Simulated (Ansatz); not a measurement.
# ClH7Si3: molecular dynamics

The plan is to follow the molecule's vibrations and see whether its bonds hold. The start is relaxed first. Runs: 40 steps of 2 fs at constant energy, with velocities drawn for 400 K. SMILES of the start: [SiH3][SiH]([SiH3])Cl.

Method: RKS BHLYP/STO-3G, in Ansatz 0.2.0.

## Step 1: The system as given

Bond lengths: Si1–H2 1.460 Å, Si1–Cl3 2.130 Å, Si1–Si4 2.218 Å, Si4–H5 1.460 Å, Si4–H6 1.460 Å, Si4–H7 1.460 Å, Si1–Si8 2.218 Å, Si8–H9 1.460 Å, Si8–H10 1.460 Å, Si8–H11 1.460 Å. Angles (14 of 18 angles, heavy atoms first): Cl3–Si1–Si4 109.5°, Cl3–Si1–Si8 109.5°, Si4–Si1–Si8 109.5°, H2–Si1–Cl3 109.4°, H2–Si1–Si4 109.5°, H2–Si1–Si8 109.5°, Si1–Si4–H5 109.5°, Si1–Si4–H6 109.5°, Si1–Si4–H7 109.5°, Si1–Si8–H9 109.5°, Si1–Si8–H10 109.5°, Si1–Si8–H11 109.5°, H5–Si4–H6 109.4°, H5–Si4–H7 109.4°.

Structure file:

```xyz
11

Si    0.0000    0.0000    0.0000
H     0.0000    0.0000    1.4600
Cl    2.0086    0.0000   -0.7093
Si   -1.0456    1.8115   -0.7393
H    -2.4302    1.4780   -1.0607
H    -1.0215    2.8436    0.2931
H    -0.3743    2.3069   -1.9374
Si   -1.0456   -1.8115   -0.7393
H    -1.7029   -2.4846    0.3772
H    -2.0454   -1.4265   -1.7311
H    -0.0777   -2.7173   -1.3511
```

## Step 2: Relaxing the start

Input file input.yaml:

```yaml
crystal:
  periodic: [false, false, false]
  atoms:
    - { symbol: Si, position_ang: [0.0, 0.0, 0.0] }
    - { symbol: H, position_ang: [0.0, 0.0, 1.46] }
    - { symbol: Cl, position_ang: [2.0086, 0.0, -0.7093] }
    - { symbol: Si, position_ang: [-1.0456, 1.8115, -0.7393] }
    - { symbol: H, position_ang: [-2.4302, 1.478, -1.0607] }
    - { symbol: H, position_ang: [-1.0215, 2.8436, 0.2931] }
    - { symbol: H, position_ang: [-0.3743, 2.3069, -1.9374] }
    - { symbol: Si, position_ang: [-1.0456, -1.8115, -0.7393] }
    - { symbol: H, position_ang: [-1.7029, -2.4846, 0.3772] }
    - { symbol: H, position_ang: [-2.0454, -1.4265, -1.7311] }
    - { symbol: H, position_ang: [-0.0777, -2.7173, -1.3511] }
basis:
  gaussian: { orbitals: STO-3G }
hamiltonian:
  xc: { name: BHLYP }
relax:
  f_tol: 0.02
  max_steps: 40
```

Run with:

```bash
> ansatz run input.yaml --threads 1 --pin off --max-ram 2048MiB --backend cpu --events-out ev --progress --plain --runs-dir out
```

The log of the run, shortened:

```text
Warning: RAYON_NUM_THREADS=1 ignored (pool sized by the plan → 1); use --threads N
[...]
Functional definition: BHLYP
[...]
540 factors; integrals over basis functions are off by at most 1.4e-5 eV
[...]
mean field -35861.87596166 eV, -1317.8996335383 hartree, gradient 2.1e-5 eV, S^2 0.000000; 0 other end points of the search recorded, 0 dependent functions left out
[...]
reference -35861.87610509 eV, -1317.8996388093 hartree; 33, 33 occupied and 10, 10 virtual orbitals, 540 factors
relax step   1: F+E_penalty+E_count = -35861.87596166 eV  Δ(F+E_penalty+E_count) = +0.000e0 eV  max|allowed force component| = 1.277e0 eV/Å  Δτ_max = 0.0000 Å  (18 SCF iters, accepted)
[...]
relax step   4: F+E_penalty+E_count = -35862.05189990 eV  Δ(F+E_penalty+E_count) = -1.099e-2 eV  max|allowed force component| = 1.492e-1 eV/Å  Δτ_max = 0.1664 Å  (18 SCF iters, accepted)
[...]
relax step   7: F+E_penalty+E_count = -35862.06328187 eV  Δ(F+E_penalty+E_count) = -3.385e-3 eV  max|allowed force component| = 5.664e-2 eV/Å  Δτ_max = 0.0977 Å  (18 SCF iters, accepted)
[...]
relax step  10: F+E_penalty+E_count = -35862.07470469 eV  Δ(F+E_penalty+E_count) = -6.328e-3 eV  max|allowed force component| = 2.079e-2 eV/Å  Δτ_max = 0.1115 Å  (19 SCF iters, accepted)
[...]
relax step  12: F+E_penalty+E_count = -35862.07575752 eV  Δ(F+E_penalty+E_count) = -1.053e-3 eV  max|allowed force component| = 9.345e-2 eV/Å  Δτ_max = 0.0978 Å  (19 SCF iters, accepted)
[...]
relax step  13: F+E_penalty+E_count = -35862.07851401 eV  Δ(F+E_penalty+E_count) = -2.756e-3 eV  max|allowed force component| = 1.586e-1 eV/Å  Δτ_max = 0.0969 Å  (19 SCF iters, accepted)
[...]
540 factors; integrals over basis functions are off by at most 2.7e-5 eV
```

## Step 3: More of the same log: start relaxed

Output, continued, shortened:

```text
mean field -35862.08378180 eV, -1317.9072707877 hartree, gradient 1.6e-5 eV, S^2 0.000000; 0 other end points of the search recorded, 0 dependent functions left out
[...]
reference -35862.08392630 eV, -1317.9072760980 hartree; 33, 33 occupied and 10, 10 virtual orbitals, 540 factors
relax step  14: F+E_penalty+E_count = -35862.08378180 eV  Δ(F+E_penalty+E_count) = -5.268e-3 eV  max|allowed force component| = 2.053e-2 eV/Å  Δτ_max = 0.0737 Å  (19 SCF iters, accepted)
[...]
relax step  16: F+E_penalty+E_count = -35862.08678497 eV  Δ(F+E_penalty+E_count) = -1.169e-3 eV  max|allowed force component| = 1.489e-1 eV/Å  Δτ_max = 0.0927 Å  (18 SCF iters, accepted)
[...]
relax step  18: F+E_penalty+E_count = -35862.08902685 eV  Δ(F+E_penalty+E_count) = -8.746e-4 eV  max|allowed force component| = 8.336e-3 eV/Å  Δτ_max = 0.0311 Å  (20 SCF iters, accepted)
[...]
Atom 1 at     0.097399    -0.103414     1.365077 Å, force     0.004406    -0.005128    -0.000324 eV/Å
Atom 2 at     1.938048     0.142342    -0.774404 Å, force    -0.002132     0.000096     0.002049 eV/Å
Atom 3 at    -1.133674     1.900462    -0.586342 Å, force     0.000479    -0.003147    -0.011056 eV/Å
Atom 4 at    -2.462140     1.841771    -0.053219 Å, force     0.003835    -0.000822    -0.000461 eV/Å
Atom 5 at    -0.465573     3.037481    -0.029765 Å, force    -0.000073    -0.004450    -0.000466 eV/Å
Atom 6 at    -1.222552     2.056728    -2.006319 Å, force    -0.002874     0.004717     0.003903 eV/Å
Atom 7 at    -0.951460    -1.907722    -0.869911 Å, force    -0.004620    -0.006227    -0.005830 eV/Å
Atom 8 at    -2.269843    -2.062193    -0.329933 Å, force     0.012941     0.000634    -0.005716 eV/Å
Atom 9 at    -1.050186    -1.855727    -2.297288 Å, force     0.000417    -0.002589     0.015154 eV/Å
Atom 10 at    -0.165177    -3.043849    -0.494472 Å, force    -0.007976     0.010465    -0.003695 eV/Å
Dipole moment:    -0.644575    -0.043020     0.155370 e Å
```

It took 60 s on 1 thread of Intel Xeon Platinum 8259CL at 2.50GHz (Skylake/Cascade Lake), shared host; peak memory 0.14 GiB.

Step by step:

```csv
step,energy from step 1 (eV),largest force component (eV/Å)
1,0.0000,1.2774
2,-0.0688,0.6054
3,-0.1649,0.2119
4,-0.1759,0.1492
5,-0.1839,0.0460
6x,-0.1794,0.4314
7,-0.1873,0.0566
8,-0.1901,0.1559
9,-0.1924,0.1474
10,-0.1987,0.0208
11x,-0.1982,0.2782
12,-0.1998,0.0935
13,-0.2026,0.1586
14,-0.2078,0.0205
15,-0.2097,0.0869
16,-0.2108,0.1489
17,-0.2122,0.1024
18,-0.2131,0.0083
19,-0.2135,0.0246
20x,-0.2135,0.0796
21,-0.2138,0.0131
22,-0.2138,0.0301
23,-0.2139,0.0152
```

Step 1 is the start. 3 steps were tried and not accepted (6, 11, 20; marked x where the table lists them).

After: Bond lengths: Si1–H2 1.437 Å, Si1–Cl3 2.117 Å, Si1–Si4 2.255 Å, Si4–H5 1.433 Å, Si4–H6 1.431 Å, Si4–H7 1.431 Å, Si1–Si8 2.255 Å, Si8–H9 1.433 Å, Si8–H10 1.432 Å, Si8–H11 1.432 Å. Angles (14 of 18 angles, heavy atoms first): Cl3–Si1–Si4 108.3°, Cl3–Si1–Si8 108.3°, Si4–Si1–Si8 115.9°, H2–Si1–Cl3 104.1°, H2–Si1–Si4 109.7°, H2–Si1–Si8 109.8°, Si1–Si4–H5 108.9°, Si1–Si4–H6 110.9°, Si1–Si4–H7 110.7°, Si1–Si8–H9 108.9°, Si1–Si8–H10 110.8°, Si1–Si8–H11 110.8°, H5–Si4–H6 108.7°, H5–Si4–H7 108.4°.

## Step 4: The run

40 steps of 2 fs at constant energy, with velocities drawn for 400 K, from the relaxed start.

Input file input.yaml:

```yaml
crystal:
  periodic: [false, false, false]
  atoms:
    - { symbol: Si, position_ang: [-0.049442, -0.00578, -0.061323] }
    - { symbol: H, position_ang: [0.097399, -0.103414, 1.365077] }
    - { symbol: Cl, position_ang: [1.938048, 0.142342, -0.774404] }
    - { symbol: Si, position_ang: [-1.133674, 1.900462, -0.586342] }
    - { symbol: H, position_ang: [-2.46214, 1.841771, -0.053219] }
    - { symbol: H, position_ang: [-0.465573, 3.037481, -0.029765] }
    - { symbol: H, position_ang: [-1.222552, 2.056728, -2.006319] }
    - { symbol: Si, position_ang: [-0.95146, -1.907722, -0.869911] }
    - { symbol: H, position_ang: [-2.269843, -2.062193, -0.329933] }
    - { symbol: H, position_ang: [-1.050186, -1.855727, -2.297288] }
    - { symbol: H, position_ang: [-0.165177, -3.043849, -0.494472] }
basis:
  gaussian: { orbitals: STO-3G }
hamiltonian:
  xc: { name: BHLYP }
md:
  timestep: 2.0
  n_steps: 40
  ensemble: nve
  temperature: 400.0
  initial_velocities: maxwell_boltzmann
  seed: 581245
```

Run with:

```bash
> ansatz run input.yaml --threads 1 --pin off --max-ram 2048MiB --backend cpu --events-out ev --progress --plain --runs-dir out
```

The log of the run, shortened:

```text
Warning: RAYON_NUM_THREADS=1 ignored (pool sized by the plan → 1); use --threads N
[...]
[... 1 set-up line as earlier in the session ...]
[...]
547 factors; integrals over basis functions are off by at most 8.2e-6 eV
[...]
mean field -35862.08988796 eV, -1317.9074951849 hartree, gradient 1.9e-5 eV, S^2 0.000000; 0 other end points of the search recorded, 0 dependent functions left out
[...]
reference -35862.09003221 eV, -1317.9075004860 hartree; 33, 33 occupied and 10, 10 virtual orbitals, 547 factors
md step     0: t =     0.00 fs  T =   400.0 K  F+E_penalty+E_count = -35862.08988796 eV  E_kin = 0.465336 eV  conserved = -35861.62455196 eV  (18 SCF iters)
[...]
md step    10: t =    20.00 fs  T =   138.1 K  F+E_penalty+E_count = -35861.72252836 eV  E_kin = 0.160621 eV  conserved = -35861.56190701 eV  (20 SCF iters)
[...]
Atom 1 at     0.083932    -0.071048     1.384370 Å, force    -0.103418    -0.279907    -0.482757 eV/Å
Atom 2 at     1.945571     0.224973    -0.730924 Å, force    -0.190835    -0.398012     0.016055 eV/Å
Atom 3 at    -1.076099     1.907811    -0.632437 Å, force    -0.622418    -1.155987     0.573514 eV/Å
Atom 4 at    -2.092641     2.104671     0.366692 Å, force    -0.048589     0.009094    -0.243087 eV/Å
Atom 5 at    -0.185091     2.996539    -0.478546 Å, force     0.360657     0.327911    -0.294789 eV/Å
Atom 6 at    -1.721343     1.846907    -1.925743 Å, force     0.341456     0.160495     0.295378 eV/Å
Atom 7 at    -1.012917    -1.943159    -0.879313 Å, force     1.125043    -1.491963     0.506395 eV/Å
Atom 8 at    -1.914578    -2.480223     0.117602 Å, force     0.030147     0.318608    -0.392506 eV/Å
Atom 9 at    -1.659066    -1.739516    -2.130275 Å, force    -0.255317     0.169568    -0.106985 eV/Å
Atom 10 at     0.012415    -2.983337    -1.077543 Å, force    -0.692863     0.805304     0.087734 eV/Å
Dipole moment:    -0.671027    -0.122814     0.084033 e Å
```

Wall time 1.8 min (1 thread of Intel Xeon Platinum 8259CL at 2.50GHz (Skylake/Cascade Lake), shared host); peak memory 0.13 GiB.

## Step 5: Frames and traces

The trajectory, every 2 steps (energies from step 0):

```csv
time (fs),T (K),potential energy change (meV/atom),total energy change (meV/atom)
0.0,400,0.0,0.00
4.0,265,16.6,2.41
8.0,109,36.5,5.73
12.0,243,17.3,0.65
16.0,274,13.9,0.59
20.0,138,33.4,5.69
24.0,229,20.5,2.49
28.0,324,8.4,0.35
32.0,170,29.1,4.81
36.0,104,36.5,5.23
40.0,220,20.3,1.25
44.0,209,23.4,3.16
48.0,139,34.4,6.72
52.0,215,22.3,2.70
56.0,224,20.5,1.86
60.0,101,37.7,6.01
64.0,111,35.1,4.46
68.0,235,18.6,1.18
72.0,215,23.1,3.56
76.0,174,29.1,5.26
80.0,244,17.7,1.19
```

time (fs), T (K) and a bar:
```
      0.0        400 ##############################
      4.0        265 #################
      6.0        260 ################
     10.0        191 #########
     14.0        140 ####
     18.0        229 #############
     20.0        138 ####
     24.0        229 #############
     28.0        324 ######################
     32.0        170 #######
     34.0        248 ###############
     38.0        134 ###
     42.0        120 ##
     46.0        266 #################
     48.0        139 ####
     52.0        215 ###########
     56.0        224 ############
     60.0        101 
     62.0        203 ##########
     66.0        103 
     70.0        174 #######
     74.0        297 ####################
     76.0        174 #######
     80.0        244 ##############
```

## Step 6: Positions and forces

Positions (Å) and forces (eV/Å):

```xyz
11
time_fs=10.0 T=191 dE=0.2766
Si   -0.046    0.006   -0.070    0.077   -1.173    0.844
H     0.156    0.030    1.378   -0.212   -0.290   -0.581
Cl    1.944    0.173   -0.763    0.040    0.007   -0.165
Si   -1.117    1.888   -0.580    0.322    1.451   -0.464
H    -2.442    2.008   -0.052    0.046   -0.194    0.205
H    -0.332    3.051   -0.191   -0.366   -0.590    0.195
H    -1.217    2.041   -1.990   -0.160   -0.212   -0.338
Si   -0.979   -1.962   -0.872   -0.710    2.754   -1.601
H    -2.292   -2.008   -0.283    0.226   -0.380    0.034
H    -1.194   -1.700   -2.337    0.331   -0.590    1.651
H    -0.204   -3.108   -0.658    0.407   -0.781    0.220
11
time_fs=20.0 T=138 dE=0.3674
Si   -0.044   -0.018   -0.072   -0.219   -0.741    0.885
H     0.111   -0.078    1.391   -0.095   -0.093   -0.857
Cl    1.950    0.205   -0.755   -0.095   -0.144   -0.051
Si   -1.101    1.903   -0.598    0.747    0.308    1.017
H    -2.356    2.011    0.085   -0.030   -0.099   -0.079
H    -0.241    2.989   -0.108   -0.631   -0.560   -0.663
H    -1.314    1.888   -1.997   -0.066    0.401   -0.458
Si   -1.002   -1.968   -0.869   -1.255    1.875   -2.375
H    -2.240   -2.223   -0.171    0.168    0.326   -0.214
H    -1.282   -1.794   -2.379    0.314   -0.216    2.512
H    -0.290   -3.147   -0.750    1.162   -1.056    0.283
11
time_fs=30.0 T=211 dE=0.2682
Si   -0.051   -0.065   -0.072   -0.076    0.438   -0.011
H     0.058   -0.285    1.366    0.051    0.359   -0.499
Cl    1.953    0.232   -0.749   -0.345   -0.378    0.137
Si   -1.082    1.907   -0.612    0.797    0.110    1.047
H    -2.282    1.941    0.170   -0.071    0.217   -0.070
H    -0.218    3.042   -0.262   -0.621   -0.739   -0.173
H    -1.417    2.001   -1.987   -0.071   -0.105   -0.354
Si   -1.016   -1.956   -0.865   -1.315    0.943   -2.350
H    -2.200   -2.253   -0.105    0.173    0.130    0.047
H    -1.462   -1.864   -2.327    0.789   -0.048    2.160
H    -0.124   -3.018   -0.726    0.688   -0.927    0.065
11
time_fs=40.0 T=220 dE=0.2238
Si   -0.062   -0.096   -0.088    0.351    1.611   -0.458
H     0.073   -0.262    1.328   -0.012    0.107    0.162
Cl    1.948    0.249   -0.739   -0.361   -0.465    0.063
Si   -1.060    1.894   -0.611   -0.115    0.309    0.355
H    -2.244    2.027    0.185    0.007    0.006    0.079
H    -0.245    3.067   -0.386   -0.013   -0.489    0.171
H    -1.495    2.014   -1.964    0.057   -0.370   -0.204
Si   -1.024   -1.946   -0.866   -0.163    0.289   -0.977
H    -2.108   -2.193    0.029   -0.103   -0.248   -0.009
H    -1.523   -1.851   -2.244    0.395   -0.084    0.934
H     0.004   -2.913   -0.736   -0.042   -0.666   -0.117
11
time_fs=50.0 T=243 dE=0.1929
Si   -0.062   -0.077   -0.111    0.223    0.879   -0.220
H     0.072   -0.141    1.289    0.044   -0.269    0.843
Cl    1.933    0.254   -0.728    0.113   -0.341   -0.182
Si   -1.050    1.879   -0.603   -0.505   -0.529   -0.158
H    -2.188    2.123    0.228   -0.109   -0.109   -0.012
H    -0.132    2.933   -0.365    0.243    0.323   -0.231
H    -1.484    1.766   -1.968    0.065    0.445    0.100
Si   -1.021   -1.942   -0.865    1.202   -1.332    0.841
H    -2.027   -2.279    0.079   -0.473    0.061    0.074
H    -1.540   -1.828   -2.150   -0.598    0.259   -1.045
H    -0.119   -3.084   -0.871   -0.205    0.612   -0.011
11
time_fs=60.0 T=101 dE=0.4144
Si   -0.053   -0.034   -0.116   -0.318   -1.476    0.003
H     0.046   -0.173    1.281    0.130   -0.015    0.881
Cl    1.923    0.249   -0.722    0.654   -0.169   -0.300
Si   -1.048    1.861   -0.597   -1.008    0.017   -1.245
H    -2.171    2.135    0.246    0.033    0.086    0.036
H    -0.042    2.827   -0.519    0.484    0.959    0.296
H    -1.460    1.820   -1.983   -0.105    0.069    0.459
Si   -1.015   -1.961   -0.865    1.968   -1.070    2.204
H    -2.088   -2.278    0.014   -0.014   -0.093    0.401
H    -1.628   -1.703   -2.024   -1.261    0.547   -2.964
H    -0.153   -3.154   -1.025   -0.564    1.144    0.229
11
time_fs=70.0 T=174 dE=0.3093
Si   -0.051   -0.036   -0.095   -0.321   -1.297    0.037
H     0.066   -0.167    1.323    0.018    0.122    0.259
Cl    1.928    0.240   -0.724    0.498   -0.181   -0.227
Si   -1.055    1.868   -0.612   -1.400    0.494   -0.659
H    -2.126    2.181    0.290    0.039   -0.180    0.029
H    -0.124    2.906   -0.519    0.720    0.725    0.136
H    -1.605    1.939   -1.952    0.228   -0.318    0.435
Si   -1.018   -1.967   -0.873    2.331   -0.588    2.141
H    -2.029   -2.306    0.089    0.113   -0.190   -0.111
H    -1.619   -1.634   -2.036   -1.244    0.370   -2.347
H    -0.051   -3.077   -1.093   -0.981    1.043    0.306
11
time_fs=80.0 T=244 dE=0.1948
Si   -0.057   -0.075   -0.064    0.056    1.535    0.041
H     0.084   -0.071    1.384   -0.103   -0.280   -0.483
Cl    1.946    0.225   -0.731   -0.191   -0.398    0.016
Si   -1.076    1.908   -0.632   -0.622   -1.156    0.574
H    -2.093    2.105    0.367   -0.049    0.009   -0.243
H    -0.185    2.997   -0.478    0.361    0.328   -0.295
H    -1.721    1.847   -1.926    0.342    0.161    0.295
Si   -1.013   -1.943   -0.879    1.125   -1.492    0.506
H    -1.915   -2.480    0.118    0.030    0.319   -0.393
H    -1.659   -1.740   -2.130   -0.255    0.170   -0.107
H     0.012   -2.983   -1.077   -0.693    0.805    0.088
```

## Step 7: Results

```
                          quantity                          value
           relaxation of the start       19 moves, 0.214 eV lower
                            length               40 steps of 2 fs
  temperature, first and last step                  400 and 244 K
          temperature, second half  mean 191 K, from 101 to 297 K
     potential energy, second half    +25 meV/atom from the start
largest change of the total energy                  6.87 meV/atom
            bonds formed or broken                              0
```

In words: The temperature starts at 400 K and averages 191 K in the second half, where it ranges from 101 to 297 K; a mean near half the start is what vibrations about a minimum give, since they share energy equally between motion and strain. The total energy strays from its start by at most 6.87 meV/atom, 32 % of the mean kinetic energy, which is poor: the step of 2 fs is too long for the fastest motion. The bonds all hold. 80 fs on 11 atoms is far too short and small for converged averages. The nuclei move classically, without zero-point motion, which matters most for hydrogen. The basis is very small, so the numbers are rough.
